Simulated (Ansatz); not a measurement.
I need the interaction energy of a dimer with the counterpoise correction of Br2Si, SMILES Br[Si]Br. Use the Ansatz DFT code, driven from Python. Level of theory (for the species named): B3LYP, def2-SVPD basis, multiplicity 1.

```xyz
3

Br    0.9688    1.4050    0.6742
Si   -0.7154    0.3440   -0.3513
Br   -0.2643   -1.8138   -0.3362
```

Script `dimer.py`:
```python
import ansatz as az

FIRST = [
    ("Br", (0.9724, 1.4266, 0.6786)),
    ("Si", (-0.7118, 0.3656, -0.3469)),
    ("Br", (-0.2607, -1.7922, -0.3318)),
]
SECOND = [
    ("Br", (3.6107, -0.785, 2.0553)),
    ("Si", (4.623, -1.6773, 0.2683)),
    ("Br", (4.8564, -0.0873, -1.2407)),
]

def energy(atoms, ghosts=()):
    molecule = az.Crystal.molecule()
    for symbol, xyz in atoms:
        molecule = molecule.atom(symbol, xyz)
    calc = (
        molecule.calculation()
        .basis(gaussian="def2-SVPD")
        .functional("B3LYP")
    )
    deck = calc.input()
    if ghosts:
        deck = deck.set(az.key.basis.gaussian.ghost_atoms, [{"symbol": s, "position_ang": list(xyz)} for s, xyz in ghosts])
    return az.Session.from_dict(deck).plan().execute().report["free_energy_ev"]


def main() -> None:
    both = energy(FIRST + SECOND)
    alone = energy(FIRST) + energy(SECOND)
    ghosted = energy(FIRST, SECOND) + energy(SECOND, FIRST)
    print(f"dimer {both:.6f} eV")
    print(f"interaction, uncorrected   {96.485332 * (both - alone):8.3f} kJ/mol")
    print(f"interaction, counterpoise  {96.485332 * (both - ghosted):8.3f} kJ/mol")
    print(f"basis-set superposition    {96.485332 * (alone - ghosted):8.3f} kJ/mol")


if __name__ == "__main__":
    main()
```

```console
$ python dimer.py
dimer -295908.937781 eV
interaction, uncorrected      5.609 kJ/mol
interaction, counterpoise     7.444 kJ/mol
basis-set superposition       1.835 kJ/mol
```

Uncorrected it is 5.609 kJ/mol, with the counterpoise correction 7.444 kJ/mol; the difference, 1.83 kJ/mol, is the superposition error. In this basis both values are repulsive.

Reading the output:
- Total energies depend on the basis set; only differences at equal settings carry meaning.
- The dimer is a generated trial pose of unrelaxed monomers, not a minimum, so the figure is no binding energy, and the basis set is small.
- b3lyp holds the VWN-RPA fit, as in Gaussian; the form of ORCA and Turbomole is b3lyp5.
- This level lacks the dispersion part of the attraction (electrostatics and induction are there), which can decide the sign where the interaction is weak.
- It ran for 46 s on 1 thread of Intel(R) Xeon(R) Processor @ 2.30GHz (shared host), peak memory 0.93 GiB.
